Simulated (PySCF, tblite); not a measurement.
# C₆H₁₁ClOSi: geometry, infrared bands and NMR shifts

Aim: predict the infrared bands and NMR shifts of C₆H₁₁ClOSi (`C=CC[Si@@H](O)[C@H](Cl)C=C`).

Programs: tblite 0.8.0 and PySCF 2.14.0, with density-fitted response routines of our own. Each step states its level of theory. These are calculated values for one molecule in the gas phase, unless marked as measured. Atoms are numbered from 0 throughout.

### Step 1. The starting structure

20 atoms, charge 0, multiplicity 1; geometry from: force field or distance geometry start.

Bonds of the start (Å): C0–C1 1.35, C1–C2 1.50, C2–Si3 1.91, Si3–O4 1.68, Si3–C5 1.90, C5–Cl6 1.80, C5–C7 1.50, C7–C8 1.33, C0–H9 1.09, C0–H10 1.08, C1–H11 1.08, C2–H12 1.09, C2–H13 1.10, Si3–H14 1.48, O4–H15 0.97, C5–H16 1.10, C7–H17 1.10, C8–H18 1.09, C8–H19 1.09.

### Step 2. Geometry optimisation with GFN2-xTB

Job settings and geometry (Å):

```
{"job": {"kind": "relax", "xc": "GFN2-xTB", "basis": "xTB"}, "charge": 0, "multiplicity": 1}
C      2.824400     1.259300     0.607000
C      2.173800     0.988200    -0.546500
C      1.742600    -0.401200    -0.931400
Si    -0.148400    -0.612400    -1.065800
O     -0.544400    -2.136800    -1.642500
C     -0.946400    -0.274000     0.629600
Cl    -0.409300    -1.586700     1.732600
C     -2.442500    -0.244100     0.637600
C     -3.182200     0.781900     1.062600
H      3.040100     0.491700     1.344200
H      3.128700     2.274400     0.834100
H      1.988800     1.788900    -1.242000
H      2.117800    -1.145500    -0.225600
H      2.172300    -0.630200    -1.916700
H     -0.654300     0.380700    -2.041000
H     -0.363400    -2.880900    -1.043200
H     -0.533700     0.662700     1.039700
H     -2.965300    -1.141600     0.265500
H     -4.272800     0.740100     1.045900
H     -2.730800     1.696100     1.452800
```

The run is started by

```sh
$ OMP_NUM_THREADS=1 python probes_run.py task.json out
```

The driver reads the jobs from task.json and runs them one after another.

**Question.** This job is followed by: GFN2-xTB harmonic vibrations, gas phase; GIAO PBE0/pcSseg-1 NMR shielding, non-relativistic, gas phase. What will the session give for the following? strongest single infrared mode (GFN2-xTB); zero-point energy (GFN2-xTB); 13C shifts against TMS (PBE0/pcSseg-1); 1H shifts against TMS (PBE0/pcSseg-1); 29Si shifts against TMS (PBE0/pcSseg-1); 17O shifts against H2O (PBE0/pcSseg-1); 35Cl shifts against HCl (PBE0/pcSseg-1); surface potential, 1st and 99th percentile.

**Answer**, as computed:

```
                                 quantity                                                                 value
strongest single infrared mode (GFN2-xTB)                                                  812 cm⁻¹, 345 km/mol
             zero-point energy (GFN2-xTB)                                                         94.7 kcal/mol
   13C shifts against TMS (PBE0/pcSseg-1)                            146.5, 140.0, 122.3, 120.4, 54.6, 27.9 ppm
    1H shifts against TMS (PBE0/pcSseg-1)  6.22, 5.99, 5.51, 5.37, 5.36, 5.26, 4.66, 3.98, 2.31, 2.04, 1.91 ppm
  29Si shifts against TMS (PBE0/pcSseg-1)                                                              -9.4 ppm
   17O shifts against H2O (PBE0/pcSseg-1)                                                              18.3 ppm
  35Cl shifts against HCl (PBE0/pcSseg-1)                                                                92 ppm
    surface potential, 1st and 99th percentile                                                    -1.24 V and 1.76 V
```

**Reading.** The optimisation took 82 steps and gained 0.191 eV; among the close pairs (by a distance rule), Si3–O4 changed most, from 1.677 to 1.623 Å. No mode is imaginary among the 54: a minimum at this level. The strongest single mode, at 812 cm⁻¹, has its largest shares on H15, H13, C2 and H12 (the list is cut at 4 atoms). Unscaled tight-binding wavenumbers are off by several per cent, some by more. Its intensities can rank the bands wrongly. At PBE0/pcSseg-1: The largest span, 415 ppm, is at Cl6, where the paramagnetic term is -292 ppm. At PBE0/pcSseg-1, counted by nearest atom on the grid, the HOMO lies on C0 23 %; C1 15 %, the LUMO on C7, C8 about 21 % each; Cl6 17 %.
